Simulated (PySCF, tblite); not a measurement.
# C₃H₄Cl₂OSi: geometry, infrared bands and NMR shifts

Wanted: the infrared bands and NMR shifts of C₃H₄Cl₂OSi (`C=C1O[Si@@H](Cl)[C@@H]1Cl`), by calculation.

The runs use tblite 0.8.0 and PySCF 2.14.0, with density-fitted response routines of our own; the level of theory stands in each step. All values are computed, except where a source is named. Atoms count from 0, in the outputs and in this text.

## 1. The starting structure

11 atoms, charge 0, multiplicity 1; geometry from: force field or distance geometry start.

Bonds of the start (Å): C0–C1 1.36, C1–O2 1.37, O2–Si3 1.70, Si3–Cl4 2.07, Si3–C5 1.84, C5–Cl6 1.77, C5–C1 1.47, C0–H7 1.09, C0–H8 1.09, Si3–H9 1.47, C5–H10 1.11.

## 2. Relaxing the molecule with GFN2-xTB

The job: settings as JSON, then the geometry in Å.

```
{"job": {"kind": "relax", "xc": "GFN2-xTB", "basis": "xTB"}, "charge": 0, "multiplicity": 1}
C      1.663600     0.866500     0.939400
C      0.600900     0.457700     0.201800
O     -0.389200     1.034500    -0.544600
Si    -1.581700    -0.007900     0.079100
Cl    -3.063600    -0.425700    -1.299500
C      0.035000    -0.862800    -0.115500
Cl     0.380300    -2.167500     1.030600
H      1.809400     1.947200     0.983600
H      2.310300     0.162900     1.453800
H     -2.028600     0.220200     1.465500
H      0.269100    -1.222300    -1.140400
```

Launch:

```sh
> OMP_NUM_THREADS=1 python probes_run.py task.json out
```

The driver reads the jobs from task.json and runs them one after another.

**Question.** This job is followed by: GFN2-xTB harmonic vibrations, gas phase; GIAO PBE0/pcSseg-1 NMR shielding, non-relativistic, gas phase. What will the session give for the following? strongest single infrared mode (GFN2-xTB); zero-point energy (GFN2-xTB); 13C shifts against TMS (PBE0/pcSseg-1); 1H shifts against TMS (PBE0/pcSseg-1); 17O shifts against H2O (PBE0/pcSseg-1); 29Si shifts against TMS (PBE0/pcSseg-1); 35Cl shifts against HCl (PBE0/pcSseg-1).

**Answer**, as computed:

| quantity | value |
| --- | --- |
| strongest single infrared mode (GFN2-xTB) | 676 cm⁻¹, 327 km/mol |
| zero-point energy (GFN2-xTB) | 39.6 kcal/mol |
| 13C shifts against TMS (PBE0/pcSseg-1) | 168.3, 94.4, 58.3 ppm |
| 1H shifts against TMS (PBE0/pcSseg-1) | 5.71, 5.12, 4.75, 4.52 ppm |
| 17O shifts against H2O (PBE0/pcSseg-1) | 207.4 ppm |
| 29Si shifts against TMS (PBE0/pcSseg-1) | 17.1 ppm |
| 35Cl shifts against HCl (PBE0/pcSseg-1) | 132, 76 ppm |

What this shows: Relaxing lowered the energy by 1.191 eV in 55 steps; the close pair that moved most is Si3–C5, from 1.839 to 1.932 Å. No mode is imaginary among the 27: a minimum at this level. The strongest single mode, at 676 cm⁻¹, moves mainly H9. Unscaled tight-binding wavenumbers are off by several per cent, some by more. Its intensities can rank the bands wrongly. The most deshielded carbon is C1 (alkene carbon bearing oxygen), at 168.3 ppm: an sp2 carbon further deshielded by the attached heteroatom. At PBE0/pcSseg-1: The largest span, 480 ppm, is at Cl6, where the paramagnetic term is -328 ppm.
